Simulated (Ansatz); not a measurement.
# ScTa2: one candidate of a structure search

The task: take a trial cell of ScTa2 to zero force and stress.

Program: Ansatz 0.2.0. Level of theory: DFT PBE, scalar-relativistic, plane waves, PAW. These are calculated values, not measurements.

**1. The structure to begin with**

The structure is hexagonal, space group P6_3/mmc (No. 194). Conventional cell: a = 4.747 Å, b = 4.747 Å, c = 5.917 Å, α = 90.00°, β = 90.00°, γ = 120.00°. Around Sc (site symmetry -6m2) lie 11 Ta at 2.74 to 3.11 Å. Ta (site symmetry -3m) has 8 Ta at 2.96 to 3.11 Å and 6 Sc at 3.11 Å as nearest neighbours. Around Ta (site symmetry -6m2) lie 5 Sc at 2.74 to 2.96 Å and 6 Ta at 3.11 Å.

Coordinates:

```cif
data_structure
_symmetry_space_group_name_H-M 'P6_3/mmc'
_symmetry_Int_Tables_number 194
_cell_length_a 4.7465
_cell_length_b 4.7465
_cell_length_c 5.9171
_cell_angle_alpha 90.000
_cell_angle_beta 90.000
_cell_angle_gamma 120.000
_cell_volume 115.45
loop_
_atom_site_label
_atom_site_type_symbol
_atom_site_symmetry_multiplicity
_atom_site_Wyckoff_symbol
_atom_site_fract_x
_atom_site_fract_y
_atom_site_fract_z
_atom_site_occupancy
Sc1 Sc 2 c 0.33333 0.66667 0.25000 1
Ta1 Ta 2 a 0.00000 0.00000 0.00000 1
Ta2 Ta 2 d 0.66667 0.33333 0.25000 1
```

A structure generator made this guess: species swapped into a database cell of Sm2In (P6_3/mmc, No. 194), with Ta on the Sm sites and Sc on the In sites. Its size is a rough estimate.

**2. The guess as it stands, on a coarse mesh**

Input file input.yaml:

```yaml
crystal:
  lattice:
    - [4.74652767, 0.0, 0.0]
    - [-2.37326383, 4.11061354, 0.0]
    - [0.0, 0.0, 5.91706496]
  atoms:
    - { symbol: Sc, position: [0.33333333, 0.66666667, 0.25] }
    - { symbol: Sc, position: [0.66666667, 0.33333333, 0.75] }
    - { symbol: Ta, position: [0.0, 0.0, 0.0] }
    - { symbol: Ta, position: [0.66666667, 0.33333333, 0.25] }
    - { symbol: Ta, position: [0.33333333, 0.66666667, 0.75] }
    - { symbol: Ta, position: [0.0, 0.0, 0.5] }
basis:
  ecutwfc: 420
kpoints:
  mp_grid: { grid: [6, 6, 4] }
hamiltonian:
  xc: pbe
scf:
  occupations: { method: gaussian, width: 0.1 }
  lower_state_search: "off"
output:
  forces: true
  stress: true
  eigenvalues: true
```

On the command line:

```console
$ ansatz run input.yaml --threads 1 --pin off --max-ram 2560MiB --backend cpu --events-out ev --progress --plain --runs-dir out
```

The session goes on with these runs: spin check on a coarse mesh; final relaxation; second relaxation, mesh chosen anew.

Before running it: what results should come out? Wanted: conventional cell; volume; energy over the elements; gap on the mesh.

As calculated:

| quantity | value |
| --- | --- |
| symmetry at the end (tolerance 0.05 Å) | space group P6_3/mmc (No. 194) |
| conventional cell | a = 4.838 Å, b = 4.838 Å, c = 5.737 Å, α = 90.00°, β = 90.00°, γ = 120.00° |
| volume | 19.39 Å³/atom |
| energy over the elements | +0.32 eV/atom |
| gap on the mesh | none (metal) |

The space group P6_3/mmc (No. 194) is kept, and the volume per atom grows by 0.7 % from the first guess. The formation energy is positive, so the separate elements lie lower. No finished test with a distortion of lower symmetry is shown, so the end may be a saddle point. The runs treat Ta without spin-orbit coupling. Other magnetic orders were not searched.
